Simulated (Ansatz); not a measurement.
# Convergence study of Ni

Wanted: the cost and the effect of other mixers, smearings and limits on one cell of Ni. We look at Ni: the measured crystal structure (space group Fm-3m), with 1 atom per cell. Source: COD entry 2102296; the sample's temperature and pressure aren't taken into account.

Method: DFT PBE, PAW, plane waves, scalar-relativistic, in Ansatz 0.2.0.

## (1) The starting structure

Symmetry: Fm-3m, No. 225, cubic system. Conventional cell: a = 3.543 Å, b = 3.543 Å, c = 3.543 Å, α = 90.00°, β = 90.00°, γ = 90.00°. Ni (site symmetry m-3m) is surrounded by 12 Ni at 2.51 Å.

As a file:

```
CELL_PARAMETERS angstrom
0.00000 1.77165 1.77165
1.77165 0.00000 1.77165
1.77165 1.77165 0.00000
ATOMIC_POSITIONS crystal
Ni 0.00000 0.00000 0.00000
```

Atoms are counted from 1 in the order of input.yaml (Ni1 and so on).

After the default run come: cold smearing, width 2.0 eV; Anderson, β 0.2, history 12, no preconditioner; Broyden, β 0.7, preconditioner Kerker scaled by the density of states; Methfessel–Paxton smearing, width 1.2 eV; Broyden, β 0.3, preconditioner Kerker; tetrahedron occupations; Methfessel–Paxton smearing, width 2.0 eV; Broyden, β 0.1, history 8, no preconditioner; 1 band beyond the filled ones.

The search for lower states is off throughout, and inputs that name a mixer don't switch to direct minimisation unless they say so. Spin polarisation is off.

## (2) Default SCF settings

input.yaml

```yaml
crystal:
  lattice:
    - [0.0, 1.77165, 1.77165]
    - [1.77165, 0.0, 1.77165]
    - [1.77165, 1.77165, 0.0]
  atoms:
    - { symbol: Ni, position: [0.0, 0.0, 0.0] }
hamiltonian:
  xc: pbe
  pseudopotentials: { kind: paw }
basis:
  ecutwfc: 420
kpoints:
  mp_grid: { grid: [14, 14, 14] }
scf:
  occupations: { method: fermi_dirac, width: 0.05 }
  lower_state_search: "off"
output:
  forces: true
  stress: true
```

Run with:

```sh
> ansatz run input.yaml --threads 2 --pin off --max-ram 5120MiB --backend cpu --events-out ev --progress --plain --runs-dir out
```

**Question.** Each change named above is then made alone on this input. How many iterations does the default take, and what do the changes move? Wanted: largest shift of the free energy by occupations, cutoff, mesh or field.

**Answer**, as computed:

| quantity | value |
| --- | --- |
| default run | 6 iterations, with no gap on the k-mesh |
| fewest iterations to that state among the runs shown | 6 (default SCF settings) |
| most iterations to it | 14 (Broyden, β 0.7, preconditioner Kerker scaled by the density of states) |
| runs that end in another state, among changes of path alone | 0 |
| largest shift of the free energy by occupations, cutoff, mesh or field | +412 meV/atom (cold smearing, width 2.0 eV) |

**Reading.** The default and the runs that change only the path, 6 in all, end in one state, in 6 to 14 iterations. Occupations, cutoff, mesh and fields change the problem that is solved, not just the path; the largest shift here is that of “cold smearing, width 2.0 eV”. Other settings tried on this cell gave no result: linear mixing, β 0.9, no preconditioner (not converged after 100 iterations, cycles). Counts include iterations that the program adds to test a close, so a difference of one or two ranks nothing. The starting density is a sum of atomic densities corrected by a trained network, so it is already close to self-consistency.

Real Ni is ferromagnetic; without spin these runs don't describe its ground state.
